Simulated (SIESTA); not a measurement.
HfB:

```
Hf B
1.0
     0.00000    2.31000    2.31000
     2.31000    0.00000    2.31000
     2.31000    2.31000    0.00000
Hf B
1 1
Direct
  0.50000 0.50000 0.50000
  0.00000 0.00000 0.00000
```

- Program: SIESTA 5.4.2
- Task: relaxation of cell and atoms
- Functional: PBE
- Potentials or basis: PseudoDojo 0.4 standard (PBE files)
- Basis: DZP (energy shift 0.003 Ry; two zetas on semicore shells)
- Grid cutoff: 1200 Ry
- Energy shift: 0.003 Ry
- k mesh: 8 × 8 × 8
- Occupations: fermi-dirac, width 0.05 eV
- Spin: no spin polarisation

At the start: pressure 31.9 GPa; volume 12.33 Å³/atom.

Q: Where does the relaxation end?

A: Over 4 steps the energy falls by 166.4 meV/atom and the volume is 14.20 Å³/atom (+15.2 %); space group Fm-3m (No. 225, to 0.05 Å).

Step by step:
```csv
step,energy change (eV),largest force (eV/Å),pressure (GPa),volume (Å³)
1,0.0000,0.0000,31.94,24.65
2,-0.0566,0.0000,28.50,24.95
3,-0.3275,0.0000,3.40,27.87
4,-0.3328,0.0000,0.04,28.40
```

Final structure:
```
CELL_PARAMETERS angstrom
0.00000 2.42168 2.42168
2.42168 0.00000 2.42168
2.42168 2.42168 0.00000
ATOMIC_POSITIONS crystal
Hf 0.50000 0.50000 0.50000
B 0.00000 0.00000 0.00000
```

Caveat: short orbitals over semicore shells can move pressures by several GPa; the volume moved by over 15 % at a fixed basis, so the end points are rough; the volume moved by +15 % from the deposited cell, more than functionals usually miss; the basis of atomic orbitals isn't converged, which shifts pressures, moduli and gaps.
